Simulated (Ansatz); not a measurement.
This script makes vertical spin-state energies of BClFGeH₄N, SMILES FB(Cl)[NH][GeH3] with Ansatz's Python interface.

The script, `spin.py`:
```python
"""Gap between spin states of BClFGeH4N at one geometry."""

import ansatz as az

BASIS = "def2-TZVP"
XC = "cam_b3lyp"


def main() -> None:
    bclfgeh4n = (
        az.Crystal.molecule()
        .atom("F", [-1.6665, 0.8698, 1.034])
        .atom("B", [-0.4425, 0.3196, 1.356])
        .atom("Cl", [-0.2276, -0.4415, 3.001])
        .atom("N", [0.8092, 0.4385, 0.3905])
        .atom("Ge", [0.2727, -0.4953, -1.1818])
        .atom("H", [0.8381, 1.452, 0.1409])
        .atom("H", [-0.9739, 0.1482, -1.7811])
        .atom("H", [0.0385, -1.9607, -0.8376])
        .atom("H", [1.4404, -0.3768, -2.139])
    )

    model = (
        bclfgeh4n.calculation()
        .basis(gaussian=BASIS)
        .functional(XC)
    )
    found = {}
    for unpaired in [0, 2]:
        rep = model.spin("collinear", total=unpaired).run(threads=1, pin="off").report
        s = unpaired / 2
        found[unpaired] = rep["free_energy_ev"]
        print(f"2S+1 = {unpaired + 1}: E = {found[unpaired]:.5f} eV, <S^2> = {abs(rep['mean_field']['state']['spin_squared']):.3f} (pure state {s * (s + 1):.2f})")
    lowest = min(found, key=found.get)
    for unpaired, e in found.items():
        print(f"multiplicity {unpaired + 1}: {96.485332 * (e - found[lowest]):.1f} kJ/mol above the lowest")


if __name__ == "__main__":
    main()
```

Which spin state is lowest at this geometry, and how far above lie the others?

In order: multiplicity 1 (+0.00 eV) and multiplicity 3 (+5.35 eV), all at the one geometry.

What the script printed:

Output of `python spin.py`:
```text
2S+1 = 1: E = -73996.53116 eV, <S^2> = 0.000 (pure state 0.00)
2S+1 = 3: E = -73991.18260 eV, <S^2> = 2.008 (pure state 2.00)
multiplicity 1: 0.0 kJ/mol above the lowest
multiplicity 3: 516.1 kJ/mol above the lowest
```

Total energies depend on the basis set; only differences at equal settings carry meaning. The geometry is a force-field or estimated start, not a minimum of this method, and the basis set is short of its limit. All parts are taken at fixed geometry, without zero-point energy. The whole script took 80 s on 1 thread of Arm Neoverse V2, with other jobs on the host, peak memory 0.9 GiB.

(Lines on the test bed's own set-up are left out of the output.)
